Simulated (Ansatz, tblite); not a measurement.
**The cluster Sn4Se4: a ladder of methods and basis sets**

The task here is to estimate one member of a computed series from the others.

Method: as each input shows; program: Ansatz 0.2.0, Gaussian basis.

The runs, in order: GFN1-xTB, GFN2-xTB, PBE-D4/def2-TZVP, r2SCAN-D4/def2-TZVP, LDA/def2-TZVP, HF/def2-TZVP, PBE-D4/def2-SVP, PBE0-D4/def2-SVP, MP2/def2-SVP, RPA/def2-SVP.

8 further runs of the same task are left out: 4 that didn't finish, 4 set aside as unsound or not needed. Runs told in other sessions of the task aren't counted.

**The geometry**

The singlet was relaxed beforehand with PBE-D4/def2-SVP. At that level it is the lowest of the isomers that a small search found.

8 atoms, charge 0, spin multiplicity 1.

Bond lengths: Sn1–Se5 2.778 Å, Sn1–Se7 2.778 Å, Sn1–Se8 2.778 Å, Sn2–Se5 2.778 Å, Sn2–Se6 2.779 Å, Sn2–Se7 2.779 Å, Sn3–Se6 2.778 Å, Sn3–Se7 2.779 Å, Sn3–Se8 2.779 Å, Sn4–Se5 2.778 Å, Sn4–Se6 2.778 Å, Sn4–Se8 2.779 Å. Angles: Se5–Sn1–Se7 92.3°, Se5–Sn1–Se8 92.3°, Se7–Sn1–Se8 92.3°, Se5–Sn2–Se6 92.3°, Se5–Sn2–Se7 92.3°, Se6–Sn2–Se7 92.3°, Se6–Sn3–Se7 92.3°, Se6–Sn3–Se8 92.3°, Se7–Sn3–Se8 92.3°, Se5–Sn4–Se6 92.3°, Se5–Sn4–Se8 92.3°, Se6–Sn4–Se8 92.3°, Sn1–Se5–Sn2 87.7°, Sn1–Se5–Sn4 87.7°, Sn2–Se5–Sn4 87.7°, Sn2–Se6–Sn3 87.7°, Sn2–Se6–Sn4 87.7°, Sn3–Se6–Sn4 87.7° and more.

Coordinates:

```
atom     x (Å)     y (Å)     z (Å)
 Sn1  -1.14164  -0.07959  -2.06053
 Sn2  -0.54404  -1.90673   1.27396
 Sn3   2.32364   0.04655  -0.39043
 Sn4  -0.63797   1.93974   1.17722
 Se5  -2.41895  -0.04871   0.40671
 Se6   1.18854   0.08323   2.14522
 Se7   0.66382  -2.01946  -1.22586
 Se8   0.56660   1.98497  -1.32629
```

Sn takes a core potential in the def2 sets. No spin-orbit coupling is included.

PBE0-D4/def2-TZVP was run before; its log isn't repeated, and its numbers join the tables.

The first run:

Tight binding, by tblite at 300 K electronic temperature and without a spin-polarisation term:

```python
tblite.interface.Calculator('GFN1-xTB', numbers, positions, charge=0, uhf=0).singlepoint()
```

Tight binding, by tblite at 300 K electronic temperature and without a spin-polarisation term:

```python
tblite.interface.Calculator('GFN2-xTB', numbers, positions, charge=0, uhf=0).singlepoint()
```

start.molden holds the orbitals of an earlier run on this state, given as this run's starting guess.

Contents of in.yaml:

```yaml
crystal:
  periodic: [false, false, false]
  atoms:
    - {symbol: Sn, position_ang: [-1.141638, -0.079594, -2.060526]}
    - {symbol: Sn, position_ang: [-0.544042, -1.906729, 1.273963]}
    - {symbol: Sn, position_ang: [2.323641, 0.046546, -0.390425]}
    - {symbol: Sn, position_ang: [-0.637970, 1.939740, 1.177221]}
    - {symbol: Se, position_ang: [-2.418946, -0.048710, 0.406708]}
    - {symbol: Se, position_ang: [1.188537, 0.083232, 2.145216]}
    - {symbol: Se, position_ang: [0.663816, -2.019462, -1.225865]}
    - {symbol: Se, position_ang: [0.566601, 1.984966, -1.326292]}
basis:
  gaussian: {orbitals: def2-TZVP, initial_orbitals: start.molden}
hamiltonian: {xc: pbe, dispersion: d4}
scf: {omitted_lower_state_checks: [starts]}
output: {orbitals: {seedname: orbitals}}
```

Launch:

```sh
$ ansatz run in.yaml --threads 4 --pin off --events-out ev --progress --plain --max-ram 6963MiB
```

Among the steps run: PBE-D4/def2-TZVP; r2SCAN-D4/def2-TZVP; LDA/def2-TZVP; HF/def2-TZVP; PBE-D4/def2-SVP; PBE0-D4/def2-SVP; MP2/def2-SVP; RPA/def2-SVP.

One table of the session follows, with a row left open; its other results are not shown here.

It belongs to the step «Binding energy». 

```
              level  binding an atom (eV)
        HF/def2-SVP                 1.702
       HF/def2-TZVP                     ?
      LDA/def2-TZVP                 3.799
    PBE-D4/def2-SVP                 3.321
   PBE-D4/def2-TZVP                 3.321
r2SCAN-D4/def2-TZVP                 3.180
   PBE0-D4/def2-SVP                 3.163
  PBE0-D4/def2-TZVP                 3.180
       RPA/def2-SVP                 2.498
       MP2/def2-SVP                 2.855
```

**Question.** Estimate the row for HF/def2-TZVP.

The run gave: binding an atom (eV): 1.739. In the column «binding an atom (eV)» it lies between HF/def2-SVP (1.702) and RPA/def2-SVP (2.498).

To keep in mind: Free atoms were run apart at each level; binding is atoms less cluster, divided by the number of atoms, without zero-point or spin-orbit terms.
